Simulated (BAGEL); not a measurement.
**GaNH3ClO (SMILES [NH2][Ga]([OH])[Cl]): HF/3-21G (density fitting with qzvpp-jkfit)**

What is the energy change on altering one bond length of GaNH3ClO at HF/3-21G (density fitting with qzvpp-jkfit)? 

Program for the calculation: BAGEL 1.2.2.

1 further run of the same task is left out (it didn't finish).

**1. The molecule**

GaNH3ClO has 7 atoms, charge 0, and is taken as a singlet. SMILES: `[NH2][Ga]([OH])[Cl]`. The shape comes from GFN2-xTB, which is rough for such elements, and wasn't checked as a minimum. This is one conformer, not always the lowest.

Bond lengths: N1–Ga2 1.835 Å, Ga2–O3 1.744 Å, Ga2–Cl4 2.086 Å, N1–H5 1.015 Å, N1–H6 1.015 Å, O3–H7 0.956 Å. Angles: N1–Ga2–O3 113.9°, N1–Ga2–Cl4 126.6°, O3–Ga2–Cl4 119.3°, Ga2–N1–H5 118.5°, Ga2–N1–H6 113.9°, Ga2–O3–H7 124.9°, H5–N1–H6 109.7°.

**2. The energy at HF/3-21G (density fitting with qzvpp-jkfit)**

hf.json

```json
{ "bagel": [

{
  "title": "molecule",
  "basis": "3-21g",
  "df_basis": "qzvpp-jkfit",
  "angstrom": true,
  "geometry": [
    { "atom": "N", "xyz": [      -0.481790,       1.367040,      -0.147770 ] },
    { "atom": "Ga", "xyz": [      -0.071060,      -0.419500,      -0.224170 ] },
    { "atom": "O", "xyz": [       1.346160,      -0.857040,       0.692320 ] },
    { "atom": "Cl", "xyz": [      -1.016630,      -1.864050,      -1.394700 ] },
    { "atom": "H", "xyz": [      -1.449630,       1.647340,      -0.266410 ] },
    { "atom": "H", "xyz": [      -0.081700,       1.847360,       0.651620 ] },
    { "atom": "H", "xyz": [       1.754650,      -1.721150,       0.689120 ] }
  ]
},

{
  "title": "hf"
},

{
  "title": "print",
  "file": "orbitals.molden",
  "orbitals": true
}

]}
```

Launch:

```console
$ BAGEL_NUM_THREADS=1 BAGEL hf.json > hf.out
```

Output:

```text
* using 1 threads per process

  ===============================================================
  ===============================================================

  *** Geometry ***

  { "atom" : "N", "xyz" : [     -0.910451,      2.583331,     -0.279245 ] },
  { "atom" : "Ga", "xyz" : [     -0.134284,     -0.792740,     -0.423620 ] },
  { "atom" : "O", "xyz" : [      2.543874,     -1.619571,      1.308295 ] },
  { "atom" : "Cl", "xyz" : [     -1.921152,     -3.522544,     -2.635601 ] },
  { "atom" : "H", "xyz" : [     -2.739404,      3.113021,     -0.503442 ] },
  { "atom" : "H", "xyz" : [     -0.154391,      3.491004,      1.231383 ] },
  { "atom" : "H", "xyz" : [      3.315808,     -3.252502,      1.302248 ] },

  Number of auxiliary basis functions:      602

  Since a DF basis is specified, we compute 2- and 3-index integrals:
    o Being stored without compression. Storage requirement is 0.017 GB

  Number of basis functions:       59
  Number of electrons      :       66

    * METHOD: MOLECULE                             0.31

  *** RHF ***

  === Nuclear Repulsion ===
   364.0848858071

      * DIIS with orbital gradients will be used.

  === RHF iteration (3-21g) ===
      0      -2501.40668291          0.02863977           0.08
      1      -2501.55171431          0.01681444           0.07
      2      -2501.61582390          0.00111540           0.07
      3      -2501.61642946          0.00038399           0.07
      4      -2501.61649492          0.00008459           0.07
      5      -2501.61649946          0.00003011           0.07
      6      -2501.61650028          0.00001176           0.07
      7      -2501.61650045          0.00000324           0.08
      8      -2501.61650046          0.00000170           0.08
      9      -2501.61650046          0.00000056           0.07
     10      -2501.61650046          0.00000021           0.07
     11      -2501.61650046          0.00000009           0.07
     12      -2501.61650046          0.00000002           0.07
     13      -2501.61650046          0.00000001           0.07
    * SCF iteration converged.

    * Permanent dipole moment:
           (    0.133673,    -0.218061,    -0.709599) a.u.

    * METHOD: HF                                   1.24

    * METHOD: PRINT                                0.01

  ===============================================================
```

It took 1.7 s on 1 thread of Arm Neoverse V1, shared host; peak memory 0.12 GiB.

**3. The distorted shape at the same level**

job.json

```json
{ "bagel": [

{
  "title": "molecule",
  "basis": "3-21g",
  "df_basis": "qzvpp-jkfit",
  "angstrom": true,
  "geometry": [
    { "atom": "N", "xyz": [       0.002169,       1.226879,      -0.088445 ] },
    { "atom": "Ga", "xyz": [       0.412899,      -0.559661,      -0.164845 ] },
    { "atom": "O", "xyz": [       1.830119,      -0.997201,       0.751645 ] },
    { "atom": "Cl", "xyz": [      -0.532671,      -2.004211,      -1.335375 ] },
    { "atom": "H", "xyz": [      -1.449630,       1.647340,      -0.266410 ] },
    { "atom": "H", "xyz": [       0.402259,       1.707199,       0.710945 ] },
    { "atom": "H", "xyz": [       2.238609,      -1.861311,       0.748445 ] }
  ]
},

{ "title": "hf" },

{ "title": "print", "file": "orbitals.molden", "orbitals": true }

]}
```

Launch:

```console
$ BAGEL_NUM_THREADS=1 BAGEL job.json > job.out
```

Output:

```text
* using 1 threads per process

  ===============================================================
  ===============================================================

  *** Geometry ***

  { "atom" : "N", "xyz" : [      0.004099,      2.318465,     -0.167137 ] },
  { "atom" : "Ga", "xyz" : [      0.780266,     -1.057606,     -0.311512 ] },
  { "atom" : "O", "xyz" : [      3.458424,     -1.884437,      1.420403 ] },
  { "atom" : "Cl", "xyz" : [     -1.006602,     -3.787410,     -2.523493 ] },
  { "atom" : "H", "xyz" : [     -2.739404,      3.113021,     -0.503442 ] },
  { "atom" : "H", "xyz" : [      0.760159,      3.226139,      1.343491 ] },
  { "atom" : "H", "xyz" : [      4.230358,     -3.517368,      1.414356 ] },

  Number of auxiliary basis functions:      602

  Since a DF basis is specified, we compute 2- and 3-index integrals:
    o Being stored without compression. Storage requirement is 0.017 GB

  Number of basis functions:       59
  Number of electrons      :       66

    * METHOD: MOLECULE                             0.31

  *** RHF ***

  === Nuclear Repulsion ===
   361.6269269753

      * DIIS with orbital gradients will be used.

  === RHF iteration (3-21g) ===
      0      -2501.28551395          0.02973931           0.08
      1      -2501.43151058          0.01934134           0.08
      2      -2501.51885428          0.00147305           0.08
      3      -2501.52005847          0.00055533           0.08
      4      -2501.52022558          0.00018772           0.08
      5      -2501.52025062          0.00006818           0.08
      6      -2501.52025486          0.00002728           0.08
      7      -2501.52025570          0.00000891           0.08
      8      -2501.52025579          0.00000542           0.08
      9      -2501.52025581          0.00000268           0.08
     10      -2501.52025582          0.00000121           0.08
     11      -2501.52025582          0.00000056           0.08
     12      -2501.52025582          0.00000021           0.08
     13      -2501.52025582          0.00000009           0.08
     14      -2501.52025582          0.00000003           0.08
     15      -2501.52025582          0.00000002           0.08
     16      -2501.52025582          0.00000001           0.08
    * SCF iteration converged.

    * Permanent dipole moment:
           (    0.056178,    -0.186214,    -0.729883) a.u.

    * METHOD: HF                                   1.54

    * METHOD: PRINT                                0.01

  ===============================================================
```

It took 2 s on 1 thread of Arm Neoverse V1, shared host; peak memory 0.12 GiB.

**4. Summary of results**

Level: HF/3-21G (density fitting with qzvpp-jkfit).

```
                                                         quantity           value
                                        first shape: total energy  -2501.61650 Eh
                                       first shape: dipole moment          1.92 D
                                         first shape: HOMO energy       -10.96 eV
                                         first shape: LUMO energy         2.41 eV
                                       first shape: HOMO–LUMO gap        13.37 eV
                                    distorted shape: total energy  -2501.52026 Eh
                                   distorted shape: dipole moment          1.92 D
                                     distorted shape: HOMO energy       -10.93 eV
                                     distorted shape: LUMO energy         2.26 eV
                                   distorted shape: HOMO–LUMO gap        13.19 eV
energy change with the N1–H5 bond stretched from 1.015 to 1.522 Å        2.619 eV
```

With the N1–H5 bond stretched from 1.015 to 1.522 Å the energy rises by 2.62 eV (253 kJ/mol). The first shape isn't relaxed at this level, so the change isn't measured from a minimum.
